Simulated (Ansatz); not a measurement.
GeH₆SiTe, SMILES [SiH3][Te][GeH3], a comparison of dispersion corrections

Program: the Python package of Ansatz (0.2.0).

The cells in order, each with its output:

**Cell 1**
```python
import ansatz as az
```

**Cell 2**
```python
geometry_ang = [
    ("Si", (-0.781, 1.1279, -1.0506)),
    ("Te", (1.4713, 0.2399, -1.043)),
    ("Ge", (0.8436, -1.17, 0.994)),
    ("H", (-1.721, 0.087, -1.2313)),
    ("H", (-0.9646, 2.1168, -2.193)),
    ("H", (-1.0872, 1.8777, 0.2096)),
    ("H", (2.1347, -2.0056, 1.4435)),
    ("H", (-0.2596, -2.1009, 0.6444)),
    ("H", (0.4521, -0.2191, 2.2094)),
]
system = az.Crystal.molecule()
for symbol, xyz in geometry_ang:
    system = system.atom(symbol, xyz)

calculation = system.calculation().basis(gaussian="def2-SVP")
for name in ["blyp", "pbe"]:
    for correction in ("d3bj", "d4"):
        r = calculation.functional(name, dispersion=correction).run(threads=1).report
        print(f"{name:8s} {correction:5s} total {r['free_energy_ev']:.5f} eV, of which dispersion {1000 * r['dispersion']['energy']['ev']:.2f} meV")
```
Output:
```text
blyp     d3bj  total -71777.45772 eV, of which dispersion -554.04 meV
blyp     d4    total -71777.41125 eV, of which dispersion -507.57 meV
pbe      d3bj  total -71764.56294 eV, of which dispersion -236.24 meV
pbe      d4    total -71764.56897 eV, of which dispersion -242.27 meV
```

Notes:
- Total energies depend on the basis set; only differences at equal settings carry meaning.
- The geometry is a force-field or estimated start, not a minimum of this method, and the basis set is short of its limit. D4 holds the three-body term, and d3bj doesn't.
- def2 sets replace the cores of elements past krypton by effective core potentials.
- It ran for 10 s on 1 thread of Arm Neoverse V2, with other jobs on the host, peak memory 0.21 GiB.
